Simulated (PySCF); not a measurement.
# C4H3ClSSi: the cost of one run

Computed with PySCF 2.14.0, with density-fitted response routines of our own, on a single molecule in the gas phase. Atoms are numbered from 0 throughout.

## 1. Starting geometry

10 atoms, charge 0, multiplicity 1; geometry from: PBE0-D3(BJ)/def2-SVP.

Bonds of the start (Å): C0–C1 1.22, C1–Si2 1.82, Si2–C3 1.85, C3–C4 1.35, C4–Cl5 1.71, C4–S6 1.79, S6–Si2 2.19, C0–H7 1.08, Si2–H8 1.49, C3–H9 1.09.

## 2. Spin-spin couplings: B3LYP/cc-pVTZ

The job: settings as JSON, then the geometry in Å.

```
{"job": {"kind": "j", "xc": "B3LYP", "basis": "cc-pVTZ"}, "charge": 0, "multiplicity": 1}
C      2.898608     0.253847    -0.279670
C      1.812079    -0.072956     0.160343
Si     0.189109    -0.565337     0.824019
C     -1.276386    -0.434560    -0.291355
C     -1.848906     0.553355     0.427264
Cl    -3.348532     1.329547     0.127770
S     -0.873695     1.054904     1.842369
H      3.857850     0.545098    -0.670856
H      0.331660    -1.785559     1.658762
H     -1.682804    -0.897745    -1.189209
```

Level: B3LYP/cc-pVTZ indirect spin-spin coupling, non-relativistic, gas phase.

Command:

```
$ OMP_NUM_THREADS=1 python probes_run.py task.json out
```

The driver reads the jobs from task.json and runs them one after another.

**Question.** How long does this first job take on 1 thread of Arm Neoverse V1, shared host, and how much memory does it need?

About 49 s, with a peak of 1 GiB.
